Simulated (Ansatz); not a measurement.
# Y: response to a shear that moves c along a

One table from this session's results is given with a row withheld; the runs are named, their logs left out.

Program: Ansatz 0.2.0. Level of theory: DFT PBEsol, scalar-relativistic, plane waves, PAW. These are calculated values, not measurements.

2 further runs of the same task are left out: 2 set aside as unsound or not needed.

### The system as given

It takes space group P6_3/mmc (No. 194, hexagonal). The conventional cell has a = 3.598 Å, b = 3.598 Å, c = 5.586 Å, α = 90.00°, β = 90.00°, γ = 120.00°. Y (site symmetry -6m2) is surrounded by 12 Y at 3.48 to 3.60 Å.

Coordinates:

```cif
data_structure
_symmetry_space_group_name_H-M 'P6_3/mmc'
_symmetry_Int_Tables_number 194
_cell_length_a 3.5975
_cell_length_b 3.5975
_cell_length_c 5.5858
_cell_angle_alpha 90.000
_cell_angle_beta 90.000
_cell_angle_gamma 120.000
_cell_volume 62.61
loop_
_atom_site_label
_atom_site_type_symbol
_atom_site_symmetry_multiplicity
_atom_site_Wyckoff_symbol
_atom_site_fract_x
_atom_site_fract_y
_atom_site_fract_z
_atom_site_occupancy
Y1 Y 2 c 0.33333 0.66667 0.25000 1
```

This cell was relaxed beforehand with the same method: volume 31.30 Å³/atom, gap on the mesh none (metal).

The first run:

Input file input.yaml:

```yaml
crystal:
  lattice:
    - [3.5975166234, 0.0, 0.0]
    - [-1.7987583117, 3.1155407864, 0.0]
    - [0.0, 0.0, 5.5857601116]
  atoms:
    - { symbol: "Y", position: [0.3333333333, 0.6666666667, 0.25] }
    - { symbol: "Y", position: [0.6666666667, 0.3333333333, 0.75] }
basis:
  ecutwfc: 420
kpoints:
  mp_grid: { grid: [18, 18, 10] }
hamiltonian:
  xc: pbesol
scf:
  occupations: { method: gaussian, width: 0.1 }
output:
  forces: true
  stress: true
  eigenvalues: true
```

The run is started by

```console
$ ansatz run input.yaml --threads 1 --pin off --max-ram 2560MiB --backend cpu --events-out ev --progress --plain --runs-dir out
```

Among the steps run: Zero strain; The cell strained by +1.0 %; Strain +2.0 %; The cell strained by +3.0 %; At +4.0 %; The cell strained by +6.0 %.

One table of the session follows, with a row left open; its other results are not shown here.

It belongs to the step «Energy and stress against strain (a metal throughout)». Lengths are those of the vectors of the cell that was run; stresses in GPa:

```
strain (%)  ΔE (meV/atom)
      +0.0            0.0
      +1.0            0.3
      +2.0              ?
      +3.0            2.4
      +4.0            4.2
      +6.0            9.2
```

**Question.** Estimate the row for strain (%) = +2.0.

Worked estimate for «ΔE (meV/atom)». A straight line through the neighbours (1.0, 0.3) and (3.0, 2.4) gives 0.3 + (2.4 − 0.3) × (2.0 − 1.0) / (3.0 − 1.0) = 1.4; a parabola fitted to 4 rows on both sides gives 1.1.

The run gave: ΔE (meV/atom): 1.1. In «ΔE (meV/atom)» the line misses by +0.3 and the parabola by 0.0.

ΔE is over the unstrained cell. Stress in GPa, positive in compression, on the Cartesian axes of the input. 

Limits of these values: Warnings in the runs' records: stress scf threshold loose.
